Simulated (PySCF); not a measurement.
**MoCl4: relaxation and vibrations of the triplet**

Aim: relax MoCl4 as a triplet from a tetrahedral start, check by its vibrations whether the end is a minimum, and collect its spectrum and constants.

Method: B3LYP, basis Mo def2-TZVP with ECP28, Cl def2-TZVP, scalar-relativistic core potentials, no spin–orbit coupling, density fitting; program: PySCF 2.14.0.

## 1. Where the work starts

5 atoms, charge 0, spin multiplicity 3.

Bond lengths: Mo1–Cl2 2.370 Å, Mo1–Cl3 2.370 Å, Mo1–Cl4 2.370 Å, Mo1–Cl5 2.370 Å. Angles: Cl2–Mo1–Cl3 109.5°, Cl2–Mo1–Cl4 109.5°, Cl2–Mo1–Cl5 109.5°, Cl3–Mo1–Cl4 109.5°, Cl3–Mo1–Cl5 109.5°, Cl4–Mo1–Cl5 109.5°.

```xyz
5
charge 0 multiplicity 3
Mo    0.0000    0.0000    0.0000
Cl    1.3682    1.3684   -1.3684
Cl    1.3682   -1.3684    1.3684
Cl   -1.3682    1.3684    1.3684
Cl   -1.3682   -1.3684   -1.3684
```

## 2. First SCF at the start

The steps below are one call of a driver around PySCF. For each, scf.py gives the equivalent set-up of the SCF; relaxations use the driver's own optimiser. After this first run the driver tries any further starts and a stability analysis.

Input file scf.py:

```python
from pyscf import gto, scf, dft
mol = gto.M(atom='''
Mo     0.000000     0.000000     0.000000
Cl     1.368200     1.368390    -1.368390
Cl     1.368200    -1.368390     1.368390
Cl    -1.368200     1.368390     1.368390
Cl    -1.368200    -1.368390    -1.368390''',
    basis={'Mo': 'def2-TZVP', 'Cl': 'def2-TZVP'},
    ecp={'Mo': 'def2-TZVP'},
    charge=0, spin=2)
mf = dft.UKS(mol, xc='B3LYP')
mf.grids.atom_grid = (50, 194)
aux = {'Mo': 'def2-universal-JKFIT', 'Cl': 'def2-universal-JKFIT'}
mf = mf.density_fit(auxbasis=aux)
mf.conv_tol = 1e-08
mf.diis_space = 10
mf.max_cycle = 60
mf.init_guess = 'minao'
mf.verbose = 4
mf.kernel()
```

On the command line:

```
OMP_NUM_THREADS=4 python axn.py task.json out
```

The runs that follow: Relaxing the triplet from the tetrahedral start; Hessian and properties.

Before running it: what results should come out? Wanted: minimum; geometry; wavenumbers; dipole moment; highest occupied, lowest empty level; polar-tensor charge of Mo1; zero-point energy; atomisation energy; ⟨S²⟩.

The runs gave:

| quantity | value |
| --- | --- |
| minimum | triplet, Td |
| geometry | Mo–Cl 2.249 Å (×4); Cl–Mo–Cl 109.5° (×6) |
| wavenumbers (cm⁻¹) | 97 (e), 101 (t2), 387 (a1), 425 (t2) |
| dipole moment | 0.00 D |
| highest occupied, lowest empty level (either spin) | -7.08, -3.75 eV |
| polar-tensor charge of Mo1 | +2.10 e |
| zero-point energy | 12.9 kJ/mol |
| entropy at 298.15 K | 378.7 J/(mol K) |
| atomisation energy (no zero-point energy) | 1451 kJ/mol |
| ⟨S²⟩ | 2.009 |

What this shows: The tetrahedral start keeps its Td symmetry and ends in a minimum. The strongest infrared band lies at 425 cm⁻¹ (t2, stretch). Mo1 has a polar-tensor charge of +2.1 e (a dipole derivative, not a static charge), yet symmetry cancels the bond dipoles. Most of the spin sits on Mo1 (Mulliken spin 1.70, against 2 for the whole molecule). Only this shape and spin were tried, so other structures or states may lie lower. One determinant may miss the lowest occupation of an open d or f shell.
